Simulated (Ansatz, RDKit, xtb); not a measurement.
**C4H10OSSi: which of the isomers drawn lies lowest?**

Which of a sample of isomers of C4H10OSSi is the most stable in the gas at 298.15 K, and what are its properties? The sample is small against all isomers, and the most stable one of this formula need not be in it.

The funnel: GFN2-xTB relaxations, single points with a density functional, relaxations at r2SCAN-D4/def2-SVP, harmonic vibrations (at GFN2-xTB), and a last energy at a higher level. All values are calculated.

**1. Candidates**

Isomers were taken from a list of plausible structures; this is a sample, not all of them. That gives 14 candidates.

| label | SMILES | spin |
| --- | --- | --- |
| c025 | C[C@H](C=O)C[SiH2]S | singlet |
| c048 | CO[C@@H]1CCS[SiH2]1 | singlet |
| c070 | CCC(=S)O[SiH2]C | singlet |
| c111 | CS/C=C\CO[SiH3] | singlet |
| c120 | CO/C(=C\[SiH3])SC | singlet |
| c128 | C[SiH2]SCC(C)=O | singlet |
| c310 | C=C([SiH2]OC)SC | singlet |
| c453 | CS[C@@H]1C[SiH2]CO1 | singlet |
| c540 | CO/C([SiH3])=C\SC | singlet |
| c607 | CSCO[C@@H]1C[SiH2]1 | singlet |
| c803 | CO[C@@H]1C[SiH2]CS1 | singlet |
| c951 | CC(=O)[C@H](C)S[SiH3] | singlet |
| c953 | C/C([SiH3])=C/[S@](C)=O | singlet |
| c965 | CC(=S)O[SiH](C)C | singlet |

Candidates are built by distance geometry, with a force field where one applies, in up to four conformers (letters a to d).

Q: Predict the outcome of this search (final energies at CCSD(T)/def2-SVP + MP2/def2-TZVPP - MP2/def2-SVP).

| quantity | value |
| --- | --- |
| lowest structure found | CC(=S)O[SiH](C)C, singlet |
| next finalist | CCC(=S)O[SiH2]C, singlet, 11.1 kcal/mol higher in G |
| share at equilibrium, among the finalists | 100.0 % |

`CC(=S)O[SiH](C)C` comes out lowest. Among the finalists first place is clear (11.1 kcal/mol); structures outside the list aren't covered. r2SCAN-D4/def2-SVP, r2SCAN-D4/def2-SVP, relaxed, HF/def2-SVP and MP2/def2-SVP already put its bonding pattern lowest among the structures in one piece; GFN2-xTB favours the singlet CCC(=S)O[SiH2]C; HF/STO-3G favours the singlet CO[C@@H]1CCS[SiH2]1 (c048a, not a finalist). 9 minima inside the window were never screened. Lowest found is not proven lowest: the search is finite, and each finalist counts with one conformer. Only 14 drawn patterns were tried, so whole families of isomers are missing, and the result ranks this sample alone.
